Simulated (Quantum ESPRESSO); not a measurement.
Runs of Quantum ESPRESSO 7.5 on HPbNO4. The typed cell holds 14 atoms: a = 4.120 Å, b = 6.427 Å, c = 8.387 Å, α = 67.04°, β = 89.96°, γ = 89.98°. The cell was built by a generator and needn't be a form met in nature.

```tsv
task	level	potentials or basis	cell	k mesh	cutoff (eV)	SCF threshold	most ionic steps	forc conv thr	etot conv thr	ion dynamics	gap on the mesh (eV)	pressure (GPa)	largest force (eV/Å)
relaxation of cell and atoms	PBE+D3(BJ)	SSSP 1.3 efficiency PBE	relaxed to 0.3 kbar	5 × 4 × 3	816	2.8e-09 Ry	40	0.0004 Ry/bohr	1e-05 Ry	bfgs	(c)	0.0	0.01
band structure	LDA	SG15 PBE 1.2	as given	5 × 4 × 3	1197	2.8e-09 Ry	-	-	-	-	3.23	-3.7	(a)
projected density of states	PBE	SSSP 1.3 efficiency PBE	as given	5 × 4 × 3	816	2.8e-09 Ry	-	-	-	-	3.29	-0.2	0.04
band structure	PBE	SSSP 1.3 efficiency PBE	as given	5 × 4 × 3	816	2.8e-09 Ry	-	-	-	-	3.29	-0.2	0.04
band structure	PBE	SG15 PBE 1.2	as given	5 × 4 × 3	1197	2.8e-09 Ry	-	-	-	-	3.28	0.1	0.12
band structure	r2SCAN	SG15 PBE 1.2	as given	5 × 4 × 3	1197	1e-08 Ry	-	-	-	-	3.77	(b)	0.49
single point	PBE	SSSP 1.3 efficiency PBE	as given	7 × 5 × 4	816	2.8e-09 Ry	-	-	-	-	3.28	-0.2	0.04
band structure	PBEsol	SG15 PBE 1.2	as given	5 × 4 × 3	1197	2.8e-09 Ry	-	-	-	-	3.27	-1.9	0.32
```

Alike in all rows: no spin polarisation; smearing fermi-dirac 0.05 eV.

Q: Estimate the missing entries.

A: (a) 0.69; (b) -3.4; (c) 3.19.

Caveats: spin-orbit coupling is left out, which as a rule narrows the gap of such compounds by several tenths of an eV; an odd mesh through Γ misses points on the zone boundary, where band edges often lie (some runs); the potentials were made for another functional, which shifts forces and pressure (some runs); some levels on the path didn't converge (some runs).

A k mesh can miss the band edges, and the runs leave out spin-orbit coupling on Pb.
